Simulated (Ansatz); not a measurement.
Ba2H3I, space group P-3m1: relaxations under a series of pressures, run with Ansatz 0.2.0, Python API.

The script, `ba2h3i.py`:
```python
"""Cell of Ba2H3I under pressure."""

import ansatz as az
import numpy as np
import pandas as pd

ECUT = 530
TOLERANCE = 1e-07
K_DENSITY = 2.8
SMEARING = "Fixed"
XC = "lda"

def edges_and_angles(cell):
    cell = np.asarray(cell)
    a, b, c = np.linalg.norm(cell, axis=1)
    cosines = cell[1] @ cell[2] / (b * c), cell[0] @ cell[2] / (a * c), cell[0] @ cell[1] / (a * b)
    return (a, b, c, *np.degrees(np.arccos(cosines)))


def main() -> None:
    lattice = az.Lattice.of(
        (4.536403, 0.0, 0.0),
        (-2.268202, 3.92864, 0.0),
        (0.0, 0.0, 8.119554),
    )
    sites = [
        ("Ba", (2 / 3, 1 / 3, 0.684719)),
        ("Ba", (1 / 3, 2 / 3, 0.315281)),
        ("H", (2 / 3, 1 / 3, 0.356101)),
        ("H", (1 / 3, 2 / 3, 0.643899)),
        ("H", (0.0, 0.0, 0.5)),
        ("I", (0.0, 0.0, 0.0)),
    ]
    crystal = az.Crystal(lattice=lattice)
    for symbol, position in sites:
        crystal = crystal.atom(symbol, position)

    calc = crystal.calculation()
    calc = calc.basis(ECUT)
    calc = calc.scf(tolerance=TOLERANCE).kpoints(density=K_DENSITY)
    calc = calc.occupations(SMEARING).functional(XC)
    calc = calc.initial_density(normalization="cell")

    # H = F + PV, with 1 GPa A^3 = 1/160.21766 eV
    rows = []
    for pressure in [0, 2, 4, 6, 8]:
        result = calc.relax(cell=True, pressure=pressure, force_tolerance=0.001).run()
        cell = result.lattice.cell_ang
        n_atoms = len(result.lattice.sites)
        volume = abs(np.linalg.det(cell)) / n_atoms
        enthalpy = result.report["free_energy_ev"] / n_atoms + pressure * volume / 160.21766
        rows.append((pressure, volume, enthalpy, *edges_and_angles(cell)))
        print(f"{pressure} GPa done: {volume:.4f} A^3/atom")

    table = pd.DataFrame(rows, columns=["P_GPa", "V_A3_atom", "H_eV_atom", "a", "b", "c", "alpha", "beta", "gamma"])
    print(table.round(4).to_string(index=False))
    p, v = np.array([row[0] for row in rows], float), np.array([row[1] for row in rows])
    print("mean bulk modulus between rows (GPa):", np.round(-np.diff(p) / np.diff(np.log(v)), 1))


if __name__ == "__main__":
    main()
```

Its results, one of them left out:

| P (GPa) | relaxed V (Å³/atom) |
| --- | --- |
| 0 | 21.616 |
| 2 | 20.535 |
| 4 | ? |
| 6 | 18.950 |
| 8 | 18.324 |

What volume does the cell relax to at 4 GPa?

Murnaghan's form V = V0 (1 + B' P / B0)^(-1/B') through the 4 rows shown gives V0 = 21.613 Å³, B0 = 35.9 GPa and B' = 3.48, and so 19.671 Å³ an atom at 4 GPa. The run gave 19.674 Å³, 0.01 % away.

The settings weren't tested for convergence. At a fixed pressure a relaxation lowers the enthalpy F + PV, while F alone can rise. The program warned that this SCF threshold is loose for forces or stresses. The structure comes from a database of computed cells and needn't be a stable or known phase. Symmetry holds the cell in this phase, whether or not it is the stable one at each pressure. The whole script took 61 s on 1 thread of AMD EPYC 9R45 96-Core Processor (Zen 5) (shared host), peak memory 0.56 GiB.
